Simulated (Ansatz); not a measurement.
# GaCl₂F + H₂: a complex and its separated parts, part 2 of 2

Ansatz 0.2.0, Gaussian basis. The steps go on from the part before.

### 14 wB97X-V/def2-TZVPP

The inputs:

parta/in.yaml

```yaml
crystal:
  periodic: [false, false, false]
  atoms:
    - {symbol: Ga, position_ang: [0.044887, 0.648844, -0.475774]}
    - {symbol: Cl, position_ang: [-1.392803, -0.108290, -1.811813]}
    - {symbol: Cl, position_ang: [-0.415348, 1.961224, 1.102530]}
    - {symbol: F, position_ang: [1.695642, 0.164493, -0.685486]}
basis:
  gaussian: {orbitals: def2-TZVPP}
hamiltonian: {xc: {name: wB97X-V}}
```

partb/in.yaml

```yaml
crystal:
  periodic: [false, false, false]
  atoms:
    - {symbol: H, position_ang: [-0.325886, -1.286198, 1.022624]}
    - {symbol: H, position_ang: [0.393506, -1.379974, 0.848018]}
basis:
  gaussian: {orbitals: def2-TZVPP}
hamiltonian: {xc: {name: wB97X-V}}
```

Each run has its own folder and the same command.

Command:

```bash
ansatz run in.yaml --threads 4 --pin off --events-out ev --progress --plain --max-ram 9574MiB
```

Output in parta (excerpt; [...] marks lines left out):

```text
Functional definition: wB97X-V
  name "wB97X-V"
  cite "Mardirossian & Head-Gordon, Phys. Chem. Chem. Phys. 16, 9904 (2014) doi:10.1039/C3CP54374A"
  cite "Becke, J. Chem. Phys. 107, 8554 (1997) doi:10.1063/1.475007"
  cite "Vydrov & Van Voorhis, J. Chem. Phys. 133, 244103 (2010) doi:10.1063/1.3521275"
[...]
      + integral(e_c_pw_opposite_spin*poly(b97_u_opposite, cos0, cos1)) + vv10(b, c)
1179 factors; their error is unknown
187 factors; integrals over basis functions are off by at most 3.1e-5 eV
[...]
mean field -80136.91450318 eV, -2944.9772892404 hartree, gradient 5.5e-5 eV, S^2 0.000000; 0 other end points of the search recorded, 0 dependent functions left out
reference -80136.91450159 eV, -2944.9772891817 hartree; 37, 37 occupied and 126, 126 virtual orbitals, 1179 factors
Total energy: -80136.91450159 eV, -2944.9772891817 hartree
```

partb printed (excerpt; [...] marks lines left out):

```text
[... 5 set-up lines as earlier in the session ...]
[...]
      + integral(e_c_pw_opposite_spin*poly(b97_u_opposite, cos0, cos1)) + vv10(b, c)
118 factors; their error is unknown
42 factors; integrals over basis functions are off by at most 3.0e-5 eV
[...]
mean field -31.90859789 eV, -1.1726193439 hartree, gradient 8.8e-5 eV, S^2 0.000000; 0 other end points of the search recorded, 0 dependent functions left out
reference -31.90859689 eV, -1.1726193071 hartree; 1, 1 occupied and 27, 27 virtual orbitals, 118 factors
Total energy: -31.90859689 eV, -1.1726193071 hartree
```

They took 10 s (parta), 0.82 s (partb) on 4 threads of AMD EPYC, shared host; peak memory 0.53 GiB.

### 15 wB97M-V/def2-TZVPP

Each input of step 14 (parta, partb) changes in the same lines:

```diff
-hamiltonian: {xc: {name: wB97X-V}}
+hamiltonian: {xc: {name: wB97M-V}}
```

The same command starts each run, in its folder.

Command:

```bash
ansatz run in.yaml --threads 4 --pin off --events-out ev --progress --plain --max-ram 9574MiB
```

Output in parta (excerpt; [...] marks lines left out):

```text
Functional definition: wB97M-V
  name "wB97M-V"
  cite "Mardirossian & Head-Gordon, J. Chem. Phys. 144, 214110 (2016) doi:10.1063/1.4952647"
[... 2 set-up lines as earlier in the session ...]
  # Of w^i u^j: cxij and so on, Table III.
[...]
  gx(w, u) = 1 - cx + cx01*u + cx10*w
[...]
      + integral(e_c_pw_mod_opposite_spin*gos(b97_w_opposite, b97_u_opposite)) + vv10(b, c)
1179 factors; their error is unknown
187 factors; integrals over basis functions are off by at most 3.1e-5 eV
[...]
mean field -80141.82232005 eV, -2945.1576481837 hartree, gradient 6.0e-5 eV, S^2 0.000000; 0 other end points of the search recorded, 0 dependent functions left out
reference -80141.82235895 eV, -2945.1576496132 hartree; 37, 37 occupied and 126, 126 virtual orbitals, 1179 factors
Total energy: -80141.82235895 eV, -2945.1576496132 hartree
```

Output in partb (excerpt; [...] marks lines left out):

```text
[... 5 set-up lines as earlier in the session ...]
  # Of w^i u^j: cxij and so on, Table III.
[...]
  gx(w, u) = 1 - cx + cx01*u + cx10*w
[...]
      + integral(e_c_pw_mod_opposite_spin*gos(b97_w_opposite, b97_u_opposite)) + vv10(b, c)
118 factors; their error is unknown
42 factors; integrals over basis functions are off by at most 3.0e-5 eV
[...]
mean field -31.60110974 eV, -1.1613193628 hartree, gradient 7.3e-6 eV, S^2 0.000000; 0 other end points of the search recorded, 0 dependent functions left out
reference -31.60113399 eV, -1.1613202542 hartree; 1, 1 occupied and 27, 27 virtual orbitals, 118 factors
Total energy: -31.60113399 eV, -1.1613202542 hartree
```

Wall times: 13 s (parta), 0.92 s (partb) on 4 threads of AMD EPYC, shared host; peak memory 0.54 GiB.

### 16 B2PLYP/def2-TZVPP

Each input of step 15 (parta, partb) changes in the same lines:

```diff
-hamiltonian: {xc: {name: wB97M-V}}
+hamiltonian: {xc: {name: B2PLYP}}
```

The same command starts each run, in its folder.

Command:

```bash
ansatz run in.yaml --threads 4 --pin off --events-out ev --progress --plain --max-ram 9574MiB
```

Output in parta (excerpt; [...] marks lines left out):

```text
Functional definition: B2PLYP
  name "B2PLYP"
  cite "Grimme, J. Chem. Phys. 124, 034108 (2006) doi:10.1063/1.2148954"
[... 2 set-up lines as earlier in the session ...]
[...]
1028 factors; integrals over basis functions are off by at most 1.1e-3 eV
[...]
mean field -80120.64415784 eV, -2944.3793650775 hartree, gradient 5.3e-7 eV, S^2 0.000000; 0 other end points of the search recorded, 0 dependent functions left out
20 core orbitals not correlated: weight in the atoms' cores, before any rotation towards them, 1.000 or more for the frozen orbitals, at most 0.000 for the correlated occupied ones
reference -80120.64430622 eV, -2944.3793705303 hartree; 17, 17 occupied and 126, 126 virtual orbitals, 1028 factors
second order -27.66862227 eV of doubles, -0.00000000 eV of singles
Total energy: -80128.11483423 eV, -2944.6539073711 hartree
```

partb printed (excerpt; [...] marks lines left out):

```text
[... 5 set-up lines as earlier in the session ...]
[...]
145 factors; integrals over basis functions are off by at most 7.4e-4 eV
[...]
mean field -31.55848460 eV, -1.1597529178 hartree, gradient 1.1e-6 eV, S^2 0.000000; 0 other end points of the search recorded, 0 dependent functions left out
reference -31.55857401 eV, -1.1597562037 hartree; 1, 1 occupied and 27, 27 virtual orbitals, 145 factors
second order -1.02367080 eV of doubles, -0.00000000 eV of singles
Total energy: -31.83496513 eV, -1.1699133899 hartree
```

Times: 7 s (parta), 0.73 s (partb) on 4 threads of AMD EPYC, shared host; peak memory 0.42 GiB.

### 17 PBE-QIDH/def2-TZVPP

Each input of step 16 (parta, partb) changes in the same lines:

```diff
-hamiltonian: {xc: {name: B2PLYP}}
+hamiltonian: {xc: {name: PBE-QIDH}}
```

Each run has its own folder and the same command.

Command:

```bash
ansatz run in.yaml --threads 4 --pin off --events-out ev --progress --plain --max-ram 9574MiB
```

Output in parta (excerpt; [...] marks lines left out):

```text
Functional definition: PBE-QIDH
  name "PBE-QIDH"
  cite "Brémond, Sancho-García, Pérez-Jiménez & Adamo, J. Chem. Phys. 141, 031101 (2014) doi:10.1063/1.4890314"
[... 1 set-up line as earlier in the session ...]
[...]
1028 factors; integrals over basis functions are off by at most 1.1e-3 eV
[...]
mean field -80106.27526625 eV, -2943.8513180512 hartree, gradient 1.5e-6 eV, S^2 0.000000; 0 other end points of the search recorded, 0 dependent functions left out
20 core orbitals not correlated: weight in the atoms' cores, before any rotation towards them, 1.000 or more for the frozen orbitals, at most 0.000 for the correlated occupied ones
reference -80106.27527654 eV, -2943.8513184294 hartree; 17, 17 occupied and 126, 126 virtual orbitals, 1028 factors
second order -25.61479124 eV of doubles, -0.00000000 eV of singles
Total energy: -80114.81354029 eV, -2944.1650938346 hartree
```

partb printed (excerpt; [...] marks lines left out):

```text
[... 4 set-up lines as earlier in the session ...]
[...]
145 factors; integrals over basis functions are off by at most 7.4e-4 eV
[...]
mean field -31.52724370 eV, -1.1586048359 hartree, gradient 1.4e-6 eV, S^2 0.000000; 0 other end points of the search recorded, 0 dependent functions left out
reference -31.52725011 eV, -1.1586050718 hartree; 1, 1 occupied and 27, 27 virtual orbitals, 145 factors
second order -0.95921043 eV of doubles, -0.00000000 eV of singles
Total energy: -31.84698692 eV, -1.1703551828 hartree
```

Times: 9.6 s (parta), 0.61 s (partb) on 4 threads of AMD EPYC, shared host; peak memory 0.42 GiB.

### 18 RPA on PBE/def2-TZVPP

Each input of step 17 (parta, partb) changes in the same lines:

```diff
-hamiltonian: {xc: {name: PBE-QIDH}}
+hamiltonian: {xc: pbe}
+correlation: {method: rpa}
```

Each run has its own folder and the same command.

Command:

```bash
ansatz run in.yaml --threads 4 --pin off --events-out ev --progress --plain --max-ram 9574MiB
```

Log of parta (excerpt; [...] marks lines left out):

```text
[... 4 set-up lines as earlier in the session ...]
[...]
1028 factors; integrals over basis functions are off by at most 1.1e-3 eV
[...]
mean field -80125.64350532 eV, -2944.5630877088 hartree, gradient 7.7e-6 eV, S^2 0.000000; 0 other end points of the search recorded, 0 dependent functions left out
20 core orbitals not correlated: weight in the atoms' cores, before any rotation towards them, 1.000 or more for the frozen orbitals, at most 0.000 for the correlated occupied ones
reference -80051.95736136 eV, -2941.8551718643 hartree; 17, 17 occupied and 126, 126 virtual orbitals, 1028 factors
Total energy: -80087.14562372 eV, -2943.1483166548 hartree
```

Output in partb (excerpt; [...] marks lines left out):

```text
[... 4 set-up lines as earlier in the session ...]
[...]
145 factors; integrals over basis functions are off by at most 7.4e-4 eV
[...]
mean field -31.73222114 eV, -1.1661376179 hartree, gradient 1.4e-6 eV, S^2 0.000000; 0 other end points of the search recorded, 0 dependent functions left out
reference -30.80638886 eV, -1.1321139092 hartree; 1, 1 occupied and 27, 27 virtual orbitals, 145 factors
Total energy: -32.86230304 eV, -1.2076673620 hartree
```

They took 7 s (parta), 0.73 s (partb) on 4 threads of AMD EPYC, shared host; peak memory 0.42 GiB.

### 19 CCSD(T)/def2-TZVPP

Each input of step 18 (parta, partb) changes in the same lines:

```diff
-hamiltonian: {xc: pbe}
-correlation: {method: rpa}
+correlation: {method: ccsd_t}
```

One command serves all of them, each in its own folder.

Command:

```bash
ansatz run in.yaml --threads 4 --pin off --events-out ev --progress --plain --max-ram 9574MiB
```

Log of parta (excerpt; [...] marks lines left out):

```text
Functional definition: HF
  name "HF"
  cite "Fock, Z. Phys. 61, 126 (1930) doi:10.1007/BF01340294"
[... 1 set-up line as earlier in the session ...]
[...]
1028 factors; integrals over basis functions are off by at most 1.1e-3 eV
[...]
mean field -80053.85797737 eV, -2941.9250182145 hartree, gradient 2.8e-6 eV, S^2 0.000000; 0 other end points of the search recorded, 0 dependent functions left out
20 core orbitals not correlated: weight in the atoms' cores, before any rotation towards them, 1.000 or more for the frozen orbitals, at most 0.000 for the correlated occupied ones
reference -80053.85797737 eV, -2941.9250182145 hartree; 17, 17 occupied and 126, 126 virtual orbitals, 1028 factors
second order -22.76370429 eV of doubles, -0.00000000 eV of singles
cycle   1  -22.71634697 eV  change    4.7e-2 eV  update   1.1e-1
[...]
cycle   9  -23.36447576 eV  change   -1.9e-5 eV  update   1.7e-5
perturbative correction -0.91717048 eV, -0.0337053935 hartree
Total energy: -80078.13962361 eV, -2942.8173522552 hartree
```

Output in partb (excerpt; [...] marks lines left out):

```text
[... 4 set-up lines as earlier in the session ...]
[...]
145 factors; integrals over basis functions are off by at most 7.4e-4 eV
[...]
mean field -30.82769369 eV, -1.1328968473 hartree, gradient 4.3e-7 eV, S^2 0.000000; 0 other end points of the search recorded, 0 dependent functions left out
reference -30.82769369 eV, -1.1328968473 hartree; 1, 1 occupied and 27, 27 virtual orbitals, 145 factors
second order -0.86257752 eV of doubles, -0.00000000 eV of singles
cycle   1  -1.00723499 eV  change   -1.4e-1 eV  update   2.6e-2
[...]
cycle   7  -1.07308694 eV  change    6.5e-7 eV  update   4.2e-7
perturbative correction 0.00000000 eV, 0.0000000000 hartree
Total energy: -31.90078063 eV, -1.1723320650 hartree
```

Wall times: 32 s (parta), 0.69 s (partb) on 4 threads of AMD EPYC, shared host; peak memory 0.88 GiB.

### 20 Vibrations of GaCl₂F

The input, vib-parta/in.yaml:

```yaml
crystal:
  periodic: [false, false, false]
  atoms:
    - {symbol: Ga, position_ang: [0.044887, 0.648844, -0.475774]}
    - {symbol: Cl, position_ang: [-1.392803, -0.108290, -1.811813]}
    - {symbol: Cl, position_ang: [-0.415348, 1.961224, 1.102530]}
    - {symbol: F, position_ang: [1.695642, 0.164493, -0.685486]}
basis:
  gaussian: {orbitals: def2-TZVP}
hamiltonian: {xc: pbe0, dispersion: d4}
phonons: {temperatures: {t_min: 298.15, t_max: 900, t_step: 200}}
```

Command:

```bash
ansatz run in.yaml --threads 4 --pin off --events-out ev --progress --plain --max-ram 9574MiB
```

The log of the run (excerpt; [...] marks lines left out):

```text
[... 5 set-up lines as earlier in the session ...]
[...]
1105 factors; their error is unknown
[...]
mean field -80128.69313042 eV, -2944.6751593640 hartree, gradient 3.6e-5 eV, S^2 0.000000; 0 other end points of the search recorded, 0 dependent functions left out
[...]
Atom 1 at    -1.392803    -0.108290    -1.811813 Å, force    -0.004592    -0.001459    -0.004176 eV/Å
Atom 2 at    -0.415348     1.961224     1.102530 Å, force    -0.001790     0.004472     0.004176 eV/Å
Atom 3 at     1.695642     0.164493    -0.685486 Å, force     0.003383    -0.000334    -0.000898 eV/Å
Dipole moment:    -0.169720     0.050226     0.021257 e Å
Vibrations: 121.38 160.18 169.14 409.14 483.31 713.70 cm⁻¹, zero-point energy 0.127508 eV
```

It took 1.7 min on 4 threads of AMD EPYC, shared host; peak memory 0.42 GiB.

The modes, with what each moves most:

```
mode  wavenumber (cm⁻¹)          character
   1                121               bend
   2                160  out-of-plane bend
   3                169               bend
   4                409      Ga–Cl stretch
   5                483      Ga–Cl stretch
   6                714       Ga–F stretch
```

Vibrational sums (real modes only):

```
T (K)  entropy (J/mol/K)  heat capacity (J/mol/K)
  298               41.8                     38.7
  498               63.4                     45.0
  698               79.0                     47.2
  898               91.0                     48.2
```

### 21 Vibrations of H₂

The input, vib-partb/in.yaml:

```yaml
crystal:
  periodic: [false, false, false]
  atoms:
    - {symbol: H, position_ang: [-0.325886, -1.286198, 1.022624]}
    - {symbol: H, position_ang: [0.393506, -1.379974, 0.848018]}
basis:
  gaussian: {orbitals: def2-TZVP}
hamiltonian: {xc: pbe0, dispersion: d4}
phonons: {temperatures: {t_min: 298.15, t_max: 900, t_step: 200}}
```

Command:

```bash
ansatz run in.yaml --threads 4 --pin off --events-out ev --progress --plain --max-ram 9574MiB
```

The log of the run (excerpt; [...] marks lines left out):

```text
[... 5 set-up lines as earlier in the session ...]
[...]
88 factors; their error is unknown
[...]
mean field -31.78865262 eV, -1.1682114368 hartree, gradient 1.8e-5 eV, S^2 0.000000; 0 other end points of the search recorded, 0 dependent functions left out
[...]
reference -31.78854842 eV, -1.1682076075 hartree; 1, 1 occupied and 11, 11 virtual orbitals, 88 factors
Total energy: -31.79027505 eV, -1.1682710600 hartree
Atom 0 at    -0.325886    -1.286198     1.022624 Å, force     0.002704    -0.000352    -0.000656 eV/Å
Atom 1 at     0.393506    -1.379974     0.848018 Å, force    -0.002704     0.000352     0.000656 eV/Å
Dipole moment:    -0.000000     0.000000     0.000000 e Å
Vibrations: 4413.98 cm⁻¹, zero-point energy 0.273632 eV
```

Wall time 1.5 s (4 threads of AMD EPYC, shared host); peak memory 0.42 GiB.

The modes, with what each moves most:

```
mode  wavenumber (cm⁻¹)    character
   1               4414  H–H stretch
```

Vibrational sums (real modes only):

```
T (K)  entropy (J/mol/K)  heat capacity (J/mol/K)
  298                0.0                      0.0
  498                0.0                      0.0
  698                0.0                      0.1
  898                0.1                      0.4
```

### 22 Complex less separated parts

The complex's own energies come from single points at the same levels.

Rows are in def2-TZVPP; times add the 3 runs of a level on a shared host, so small differences are noise.

Differences are taken before rounding.

```
      method                    rung  complex less parts (eV)  from CCSD(T) (eV)     time
       SPW92                     LDA                   -0.227             -0.134    8.7 s
      PBE-D4                     GGA                   -0.101             -0.008     12 s
     BLYP-D4                     GGA                   -0.051             +0.043     12 s
   r2SCAN-D4                meta-GGA                   -0.114             -0.021     17 s
      B97M-V                meta-GGA                   -0.086             +0.007     25 s
     PBE0-D4                  hybrid                   -0.113             -0.019     15 s
    B3LYP-D4                  hybrid                   -0.077             +0.017     14 s
  r2SCAN0-D4                  hybrid                   -0.126             -0.032     20 s
    BHLYP-D4                  hybrid                   -0.102             -0.008     13 s
CAM-B3LYP-D4  range-separated hybrid                   -0.097             -0.003     15 s
     wB97X-V  range-separated hybrid                   -0.105             -0.012     26 s
     wB97M-V  range-separated hybrid                   -0.106             -0.012     31 s
      B2PLYP           double hybrid                   -0.052             +0.041     21 s
    PBE-QIDH           double hybrid                   -0.101             -0.007     23 s
  RPA on PBE                     RPA                   -0.059             +0.034     19 s
Hartree-Fock            wavefunction                   -0.004             +0.089         
         MP2            wavefunction                   -0.094              0.000         
        CCSD            wavefunction                   -0.086             +0.007         
     CCSD(T)            wavefunction                   -0.093                  0  2.6 min
```

Among the levels timed on like hardware and quicker than the yardstick, those that no quicker one beats, quickest first: SPW92 (8.7 s, -0.134 eV); PBE-D4 (12 s, -0.008 eV); CAM-B3LYP-D4 (15 s, -0.003 eV).

For cost: CAM-B3LYP-D4 gets within 0.003 eV in 15 s, where CCSD(T) took 2.6 min; the quickest level in the cost chart, SPW92, takes 8.7 s and misses by 0.134 eV.

The complex's zero-point energy, from a separate PBE0-D4 run, is 0.482 eV.

### 23 Results

The summary covers parts 1 to 2.

```
                              quantity      value
complex less parts, CCSD(T)/def2-TZVPP  -0.093 eV
                with zero-point energy  -0.013 eV
                 largest T1 diagnostic      0.012
```

**Reading.** At CCSD(T) the complex lies 0.093 eV below its parts. CAM-B3LYP-D4 is the best functional here (-0.003 eV from CCSD(T)); SPW92 is the worst (-0.134 eV). Mean unsigned error by rung: LDA 0.134, GGA 0.025, meta-GGA 0.014, hybrid 0.019, range-separated hybrid 0.009, double hybrid 0.024 eV. PBE-D4 gives a relative energy 0.008 eV too low, an error of 8 % of the reference. No counterpoise was applied, and triple zeta lacks some correlation, so the CCSD(T) reference has a basis error of its own, and close matches with it are partly luck.
